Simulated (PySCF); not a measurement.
# C7H11NSi: magnetic properties

Programs: PySCF 2.14.0, with routines of our own; each step states its level. All values are computed. Atoms count from 0.

## Step 1: The starting structure

20 atoms, charge 0, multiplicity 1; geometry from: GFN2-xTB.

## Step 2: Magnetic properties: GIAO B97-2/pcSseg-1

Job settings and geometry (Å):

```
{"job": {"kind": "mag", "xc": "B97-2", "basis": "pcSseg-1", "isotopologues": 0}, "charge": 0, "multiplicity": 1}
C     -1.214830    -0.410427    -1.578520
C     -0.886832    -0.354206    -0.083006
C     -0.859695    -1.772979     0.494471
Si    -2.170040     0.733804     0.851866
C      0.422177     0.242552     0.085697
C      1.495268     0.755549     0.239509
C      2.818413     1.342344     0.399350
C      3.795685     0.532008    -0.291046
N      4.555203    -0.119975    -0.842118
H     -2.197558    -0.852180    -1.733032
H     -0.478472    -1.014992    -2.107779
H     -1.211449     0.586915    -2.013937
H     -0.121544    -2.382780    -0.026091
H     -1.834274    -2.244618     0.383712
H     -0.601764    -1.757193     1.551555
H     -3.491496     0.127434     0.678867
H     -2.142411     2.079345     0.278341
H     -1.803073     0.772910     2.267481
H      2.836757     2.354902    -0.019628
H      3.084787     1.392265     1.461275
```

With the program's defaults for keys left out, this is: GIAO B97-2/pcSseg-1 magnetisability, rotational g tensor and spin-rotation constants, non-relativistic, gas phase.

On the command line:

```
> OMP_NUM_THREADS=1 python excited_run.py task.json out
```

The driver reads the jobs from task.json and runs them one after another.

**Question.** How long does this first job take on 1 thread of Arm Neoverse V1, shared host, and how much memory does it need?

About 54 s, with a peak of 1 GiB.
